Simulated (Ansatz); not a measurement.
# CH3AlTe (SMILES [CH2]1[AlH][Te]1): one structure at several levels

One table from this session's results is given with a row withheld; the runs are named, their logs left out.

Method: single points in def2-TZVPP; program: Ansatz 0.2.0, Gaussian basis.

Cores are frozen in the correlated methods. Filled d shells of the heavier atoms are correlated. Core potentials replace the inner electrons past krypton, and spin-orbit coupling is left out.

## Where the work starts

SMILES `[CH2]1[AlH][Te]1`, 6 atoms, charge 0, spin multiplicity 1.

Atoms are counted from 1 here; the program's logs count them from 0.

Bond lengths: C1–Al2 1.950 Å, C1–Te3 2.407 Å, C1–H4 1.104 Å, C1–H5 1.091 Å, Al2–Te3 2.490 Å, Al2–H6 1.509 Å. Angles: Al2–C1–Te3 68.8°, Al2–C1–H4 135.1°, Al2–C1–H5 125.5°, Te3–C1–H4 109.1°, Te3–C1–H5 105.5°, H4–C1–H5 98.9°, C1–Al2–Te3 64.3°, C1–Al2–H6 145.3°, Te3–Al2–H6 150.2°, C1–Te3–Al2 46.9°.

As a file:

```
C     0.12240   -0.73250   -0.22580
Al    0.05250    1.00340    0.65880
Te   -1.18520    0.84020   -1.49550
H    -0.43830   -1.67930   -0.13560
H     0.91140   -1.06760   -0.90120
H     0.54460    1.82150    1.82720
```

Set-up of the first run:

run/in.yaml

```yaml
crystal:
  periodic: [false, false, false]
  atoms:
    - {symbol: C, position_ang: [0.122400, -0.732500, -0.225800]}
    - {symbol: Al, position_ang: [0.052500, 1.003400, 0.658800]}
    - {symbol: Te, position_ang: [-1.185200, 0.840200, -1.495500]}
    - {symbol: H, position_ang: [-0.438300, -1.679300, -0.135600]}
    - {symbol: H, position_ang: [0.911400, -1.067600, -0.901200]}
    - {symbol: H, position_ang: [0.544600, 1.821500, 1.827200]}
basis:
  gaussian: {orbitals: def2-TZVPP}
correlation: {method: ccsd_t}
output: {forces: true}
```

No record of the launch command was kept for these runs.

Steps of the session up to this table: CCSD(T)/def2-TZVPP; PBE0-D4/def2-TZVPP; wB97M-V/def2-TZVPP; r2SCAN-D4/def2-TZVPP; PBE-D4/def2-TZVPP; revPBE-D4/def2-TZVPP; B97M-V/def2-TZVPP.

One of the session's tables, all rows but one given; the rest of the session is left out.

| method | RMS force component (eV/Å) | angle to CCSD(T) forces (°) | dipole (D) |
| --- | --- | --- | --- |
| CCSD(T) | 0.628 | reference | 1.91 |
| PBE0-D4 | 0.684 | 8.8 | 1.95 |
| wB97M-V | 0.687 | 12.6 | 2.15 |
| r2SCAN-D4 | 0.649 | 7.8 | 1.93 |
| PBE-D4 | 0.608 | 12.4 | 1.66 |
| revPBE-D4 | ? | ? | ? |
| B97M-V | 0.668 | 8.4 | 1.62 |

**Question.** Estimate the row for revPBE-D4.

The run gave: RMS force component (eV/Å): 0.589; angle to CCSD(T) forces (°): 13.6; dipole (D): 1.67. In the column «RMS force component (eV/Å)» it is the lowest.
